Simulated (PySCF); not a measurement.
**InN: bond curves at several levels of theory**

The task here is to estimate one member of a computed series from the others.

Method: In def2-TZVPPD with ECP28, N def2-TZVPPD, scalar-relativistic core potentials; program: PySCF 2.14.0.

The first run:

A driver script around PySCF takes these settings:

```json
{"atoms": "In, N", "charge": "0", "basis": "In def2-TZVPPD with ECP28, N def2-TZVPPD", "Hamiltonian": "scalar-relativistic core potentials", "basis functions": "93", "electrons treated": "28", "masses in u": "114.9039, 14.0031", "levels": "PBE0, PBE, r²SCAN, LDA, PW91, M06-L, MN15, r²SCAN0, ωB97X-V, HF, MP2, SCS-MP2, CCSD, CCSD(T)", "grid": "80 radial by 434 angular points", "occupations": "held fixed by the projection of orbital angular momentum", "dissociation limit": "In + N, each in its ground configuration", "starting distance in angstrom": "2.045", "values of 2S to try": "0, 2, 4"}
```

The run is started by

```sh
> OMP_NUM_THREADS=2 python dia.py task.json out
```

Steps of the session up to this table: The job; The PBE0 curve of the state that the search chose; Other states along the same grid; PBE (GGA); r²SCAN (meta-GGA); LDA (local density); PW91 (GGA); M06-L (meta-GGA); MN15 (hybrid meta-GGA); r²SCAN0 (hybrid meta-GGA); ωB97X-V (range-separated hybrid); UHF (mean field); MP2 and coupled cluster.

One of the session's tables, all rows but one given; the rest of the session is left out.

Energy (eV) from each level's lowest point:

```
R (Å)    UHF  UHF-MP2  UHF-SCS-MP2  UHF-CCSD  UHF-CCSD(T)
1.907  0.683    0.632        0.662       n/a          n/a
1.996  0.286    0.256        0.275     0.285        0.297
2.085      ?        ?            ?         ?            ?
2.151  0.013    0.003        0.008     0.013        0.017
2.218  0.000    0.000        0.000     0.000        0.000
2.284  0.026    0.040        0.037     0.026        0.022
2.373  0.098    0.153        0.148     0.104        0.096
2.484  0.207    0.387        0.391     0.246        0.236
2.617  0.306    0.731        0.759     0.451        0.439
2.795  0.356    1.060        1.110       n/a          n/a
```

**Question.** Estimate the row for R (Å) = 2.085.

Worked estimate for «UHF». A straight line through the neighbours (1.996, 0.286) and (2.151, 0.013) gives 0.286 + (0.013 − 0.286) × (2.085 − 1.996) / (2.151 − 1.996) = 0.129; a parabola fitted to 4 rows on both sides gives 0.070.

**Answer.** UHF: 0.079; UHF-MP2: 0.062; UHF-SCS-MP2: 0.073; UHF-CCSD: 0.081; UHF-CCSD(T): 0.088. In «UHF» the line misses by +0.050 and the parabola by -0.009.
